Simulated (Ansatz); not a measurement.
# CH7BOSi: up Jacob's ladder to CCSD(T)

An exercise on one series of results from a longer session: the logs are not shown, and one member is left open.

Program: Ansatz 0.2.0, Gaussian basis. Level of theory: functionals in def2-TZVPP, the program's frozen cores in correlated methods. These are calculated values, not measurements.

Levels to be run: LDA (SPW92), PBE-D4, revPBE-D4, BLYP-D4, r2SCAN-D4, B97M-V, PBE0-D4, B3LYP-D4, r2SCANh-D4, r2SCAN0-D4, HSE06-D4, BHLYP-D4, CAM-B3LYP-D4, LC-ωPBE, ωB97X-V, ωB97M-V, B2PLYP, PBE-QIDH; CCSD(T)/def2-SVP; CCSD(T)/def2-TZVPP; MP2/def2-QZVPP; extrapolation to the limit; RPA on PBE.

## Structure used throughout

All runs share one geometry, relaxed beforehand with PBE0-D4 in a triple-zeta def2 set.

SMILES `C[SiH2]BO`, 11 atoms, charge 0, spin multiplicity 1.

Atoms are counted from 1 here; the program's logs count them from 0.

Bond lengths: C1–Si2 1.877 Å, C1–H5 1.092 Å, C1–H6 1.092 Å, C1–H7 1.092 Å, Si2–B3 2.027 Å, Si2–H8 1.495 Å, Si2–H9 1.495 Å, B3–O4 1.354 Å, B3–H10 1.207 Å, O4–H11 0.962 Å. Angles: Si2–C1–H5 110.6°, Si2–C1–H6 110.5°, Si2–C1–H7 111.4°, H5–C1–H6 107.7°, H5–C1–H7 108.3°, H6–C1–H7 108.3°, C1–Si2–B3 113.8°, C1–Si2–H8 110.0°, C1–Si2–H9 110.0°, B3–Si2–H8 108.5°, B3–Si2–H9 108.4°, H8–Si2–H9 105.9°, Si2–B3–O4 118.7°, Si2–B3–H10 122.5°, O4–B3–H10 118.8°, B3–O4–H11 113.7°.

Geometry (Å):

```xyz
11
CH7BOSi
C    -0.29705    1.51231   -0.69276
Si    0.52422   -0.17442   -0.73874
B     0.10885   -1.33057    0.87328
O    -0.68812   -0.82921    1.84574
H    -1.38367    1.40872   -0.65140
H     0.01793    2.06803    0.19332
H    -0.04286    2.10266   -1.57552
H     0.10819   -0.91137   -1.97113
H     2.00774   -0.01702   -0.83712
H     0.54609   -2.44839    0.99912
H    -0.83602   -1.43773    2.57581
```

The first run:

in.yaml reads:

```yaml
crystal:
  periodic: [false, false, false]
  atoms:
    - {symbol: C, position_ang: [-0.297054, 1.512310, -0.692759]}
    - {symbol: Si, position_ang: [0.524219, -0.174420, -0.738744]}
    - {symbol: B, position_ang: [0.108853, -1.330571, 0.873285]}
    - {symbol: O, position_ang: [-0.688122, -0.829213, 1.845738]}
    - {symbol: H, position_ang: [-1.383671, 1.408724, -0.651398]}
    - {symbol: H, position_ang: [0.017933, 2.068025, 0.193317]}
    - {symbol: H, position_ang: [-0.042860, 2.102659, -1.575524]}
    - {symbol: H, position_ang: [0.108189, -0.911373, -1.971127]}
    - {symbol: H, position_ang: [2.007736, -0.017017, -0.837117]}
    - {symbol: H, position_ang: [0.546094, -2.448392, 0.999116]}
    - {symbol: H, position_ang: [-0.836018, -1.437730, 2.575814]}
basis:
  gaussian: {orbitals: def2-TZVPP}
hamiltonian: {xc: lda}
output: {orbitals: {seedname: orbitals}}
```

Launch:

```
$ ansatz run in.yaml --threads 2 --pin off --events-out ev --progress --plain --max-ram 4352MiB
```

Among the steps run: LDA; PBE-D4 (GGA); revPBE-D4 (GGA); BLYP-D4 (GGA); r2SCAN-D4 (meta-GGA); B97M-V (meta-GGA); PBE0-D4 (hybrid); B3LYP-D4 (hybrid); r2SCANh-D4 (hybrid); r2SCAN0-D4 (hybrid); HSE06-D4 (hybrid); BHLYP-D4 (hybrid); CAM-B3LYP-D4 (range-separated); LC-ωPBE (range-separated); ωB97X-V (range-separated); ωB97M-V (range-separated); B2PLYP (double hybrid); PBE-QIDH (double hybrid).

One table of the session follows, with a row left open; its other results are not shown here.

It belongs to the step «Orbital energies across the functionals». 

| functional | HOMO (eV) | gap (eV) |
| --- | --- | --- |
| LDA (SPW92) | -6.37 | 4.27 |
| PBE-D4 | -6.32 | 4.45 |
| revPBE-D4 | ? | ? |
| BLYP-D4 | -6.23 | 4.52 |
| r2SCAN-D4 | -6.57 | 4.99 |
| B97M-V | -6.67 | 4.97 |
| PBE0-D4 | -7.58 | 6.68 |
| B3LYP-D4 | -7.40 | 6.29 |
| r2SCANh-D4 | -7.04 | 5.80 |
| r2SCAN0-D4 | -7.74 | 7.00 |
| HSE06-D4 | -7.18 | 5.89 |
| BHLYP-D4 | -8.79 | 8.92 |
| CAM-B3LYP-D4 | -8.97 | 9.19 |
| LC-ωPBE | -10.29 | 11.69 |
| ωB97X-V | -9.96 | 11.25 |
| ωB97M-V | -9.75 | 10.81 |

Estimate the missing values for revPBE-D4.

As computed: HOMO (eV): -6.28; gap (eV): 4.51. In the column «HOMO (eV)» it lies between PBE-D4 (-6.32) and BLYP-D4 (-6.23).
